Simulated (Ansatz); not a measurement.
**ClGeH₃OSn: basis-set convergence**

Aim: see how fast density functionals converge with the basis set for ClGeH₃OSn.

Program: Ansatz 0.2.0, Gaussian basis. Level of theory: one geometry, several basis sets. These are calculated values, not measurements.

The runs, in order: PBE0-D4/def2-SVP; ωB97M-V/def2-SVP; PBE0-D4/def2-QZVPP; ωB97M-V/def2-QZVPP; the functionals' def2-TZVPP values are taken from earlier runs.

## Step 1: The geometry

The geometry comes from an earlier relaxation with PBE0-D4 in a triple-zeta def2 set; it is a stationary point, not always the lowest conformer. Sn takes the def2 core potential; no spin-orbit term is included.

SMILES `[Cl][SnH]1[O][GeH2]1`, 7 atoms, charge 0, spin multiplicity 1.

Atoms are counted from 1 here; the program's logs count them from 0.

Bond lengths: Cl1–Sn2 2.334 Å, Sn2–O3 2.065 Å, Sn2–Ge4 2.503 Å, Sn2–H5 1.702 Å, O3–Ge4 1.781 Å, Ge4–H6 1.535 Å, Ge4–H7 1.536 Å. Angles: Cl1–Sn2–O3 106.6°, Cl1–Sn2–Ge4 117.4°, Cl1–Sn2–H5 104.9°, O3–Sn2–Ge4 44.6°, O3–Sn2–H5 108.6°, Ge4–Sn2–H5 134.3°, Sn2–O3–Ge4 80.8°, Sn2–Ge4–O3 54.6°, Sn2–Ge4–H6 119.5°, Sn2–Ge4–H7 122.4°, O3–Ge4–H6 116.6°, O3–Ge4–H7 116.4°, H6–Ge4–H7 113.9°.

## Step 2: PBE0-D4 in def2-SVP

in.yaml reads:

```yaml
crystal:
  periodic: [false, false, false]
  atoms:
    - {symbol: Cl, position_ang: [-2.641472, -1.168738, 0.679476]}
    - {symbol: Sn, position_ang: [-0.452705, -1.122694, -0.130998]}
    - {symbol: O, position_ang: [-0.201036, 0.712918, -1.043708]}
    - {symbol: Ge, position_ang: [0.904180, 0.927923, 0.335617]}
    - {symbol: H, position_ang: [-0.401617, -2.335019, -1.324362]}
    - {symbol: H, position_ang: [0.452368, 1.899574, 1.434767]}
    - {symbol: H, position_ang: [2.401482, 1.018035, 0.003408]}
basis:
  gaussian: {orbitals: def2-SVP}
hamiltonian: {xc: pbe0, dispersion: d4}
output: {orbitals: {seedname: orbitals}}
```

After this run come: ωB97M-V in def2-SVP; PBE0-D4 in def2-QZVPP; ωB97M-V in def2-QZVPP.

Before running them: what should the planned runs give, taken together? Wanted: PBE0-D4: double and triple zeta above quadruple; ωB97M-V: double and triple zeta above quadruple.

**Answer**, as computed:

| quantity | value |
| --- | --- |
| PBE0-D4: double and triple zeta above quadruple | 16.27, 1.79 eV |
| ωB97M-V: double and triple zeta above quadruple | 16.23, 1.74 eV |

**Reading.** PBE0-D4 gains 14.48 eV from double to triple zeta, then 1.79 eV more. Total energies overstate the basis error of differences, where much of it tends to cancel.
